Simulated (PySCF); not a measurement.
# C4H8OSi: the cost of one run

Programs: PySCF 2.14.0, with density-fitted response routines of our own. Each step states its level of theory. These are calculated values for one molecule in the gas phase, unless marked as measured. Atoms are numbered from 0 throughout.

### Step 1. Starting geometry

14 atoms, charge 0, multiplicity 1; geometry from: GFN2-xTB. The atoms were then displaced at random by about 0.01 Å, so the start is not that level's minimum.

Bonds of the start (Å): C0–C1 1.17, C1–C2 1.43, C2–Si3 1.94, Si3–O4 1.60, O4–C5 1.40, C0–H6 1.07, C2–H7 1.09, C2–H8 1.11, Si3–H9 1.48, Si3–H10 1.46, C5–H11 1.08, C5–H12 1.08, C5–H13 1.08.

### Step 2. Optimising the geometry at PBE0-D3(BJ)/def2-SVP

What the job is given:

```
{"job": {"xc": "PBE0", "basis": "def2-SVP", "d3": "d3bj", "grid": 1, "shake": 0.01, "kind": "geom"}, "charge": 0, "multiplicity": 1}
C     -3.576070    -0.100090     0.777470
C     -2.487830    -0.475640     0.587090
C     -1.158110    -0.937140     0.361560
Si     0.143370     0.494270     0.498390
O      1.506580    -0.288380     0.209350
C      2.788270     0.266670     0.187350
H     -4.567290     0.259610     0.932980
H     -1.065590    -1.390530    -0.623150
H     -0.907840    -1.703050     1.124860
H      0.092520     1.110620     1.841360
H     -0.148720     1.532860    -0.489760
H      2.875800     1.030800    -0.576370
H      3.017870     0.723870     1.141700
H      3.479870    -0.538950    -0.020410
```

On the command line:

```
$ OMP_NUM_THREADS=1 python probes_run.py task.json out
```

The driver reads the jobs from task.json and runs them one after another.

Q: Estimate the wall time and peak memory of this first job on 1 thread of Arm Neoverse V2, shared host.

About 42 s, with a peak of 0.52 GiB.
